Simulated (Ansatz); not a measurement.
# C2H9AlSi2: the cost of one run

Method: RHF/STO-3G, in Ansatz 0.2.0.

## (1) The structure to begin with

Bond lengths: Si1–Si2 2.166 Å, Si2–C3 1.854 Å, C3–C4 1.589 Å, C3–Al5 2.020 Å, C4–Al5 1.960 Å, Si1–H6 1.517 Å, Si1–H7 1.488 Å, Si1–H8 1.451 Å, Si2–H9 1.440 Å, Si2–H10 1.476 Å, C3–H11 1.127 Å, C4–H12 1.091 Å, C4–H13 1.129 Å, Al5–H14 1.594 Å. Angles (14 of 27 angles, heavy atoms first): Si1–Si2–C3 108.6°, Si2–C3–C4 115.8°, Si2–C3–Al5 112.6°, C4–C3–Al5 64.5°, C3–C4–Al5 68.5°, C3–Al5–C4 47.0°, Si1–Si2–H9 109.9°, Si1–Si2–H10 109.8°, C3–Si2–H9 109.4°, C3–Si2–H10 108.7°, Si2–Si1–H6 111.3°, Si2–Si1–H7 110.5°, Si2–Si1–H8 112.0°, Si2–C3–H11 120.4°.

As a file:

```xyz
14

Si   -2.1252   -0.1103   -1.1161
Si   -0.3507   -1.0608   -0.3175
C     0.4342    0.0878    0.9085
C     1.3820    1.2080    0.2997
Al    2.4166   -0.2396    1.1210
H    -1.7886    1.2075   -1.7876
H    -3.0745    0.2250   -0.0203
H    -2.7850   -0.9379   -2.1082
H     0.5809   -1.3327   -1.3812
H    -0.7216   -2.3106    0.3752
H    -0.1182    0.3857    1.8443
H     1.3363    1.2424   -0.7899
H     1.2188    2.1826    0.8452
H     3.5820   -0.5763    2.1557
```

## (2) End point A

Contents of input.yaml:

```yaml
crystal:
  periodic: [false, false, false]
  atoms:
    - { symbol: Si, position_ang: [-2.1252, -0.1103, -1.1161] }
    - { symbol: Si, position_ang: [-0.3507, -1.0608, -0.3175] }
    - { symbol: C, position_ang: [0.4342, 0.0878, 0.9085] }
    - { symbol: C, position_ang: [1.382, 1.208, 0.2997] }
    - { symbol: Al, position_ang: [2.4166, -0.2396, 1.121] }
    - { symbol: H, position_ang: [-1.7886, 1.2075, -1.7876] }
    - { symbol: H, position_ang: [-3.0745, 0.225, -0.0203] }
    - { symbol: H, position_ang: [-2.785, -0.9379, -2.1082] }
    - { symbol: H, position_ang: [0.5809, -1.3327, -1.3812] }
    - { symbol: H, position_ang: [-0.7216, -2.3106, 0.3752] }
    - { symbol: H, position_ang: [-0.1182, 0.3857, 1.8443] }
    - { symbol: H, position_ang: [1.3363, 1.2424, -0.7899] }
    - { symbol: H, position_ang: [1.2188, 2.1826, 0.8452] }
    - { symbol: H, position_ang: [3.582, -0.5763, 2.1557] }
basis:
  gaussian: { orbitals: STO-3G }
hamiltonian:
  xc: hf
relax:
  f_tol: 0.02
  max_steps: 50
```

Started as:

```sh
> ansatz run input.yaml --threads 1 --pin off --max-ram 2048MiB --backend cpu --events-out ev --progress --plain --runs-dir out
```

Q: Estimate wall time and peak memory on 1 thread of AMD EPYC 9R14 (Zen 4), shared host.

About 7.8 s, with a peak of 0.13 GiB.
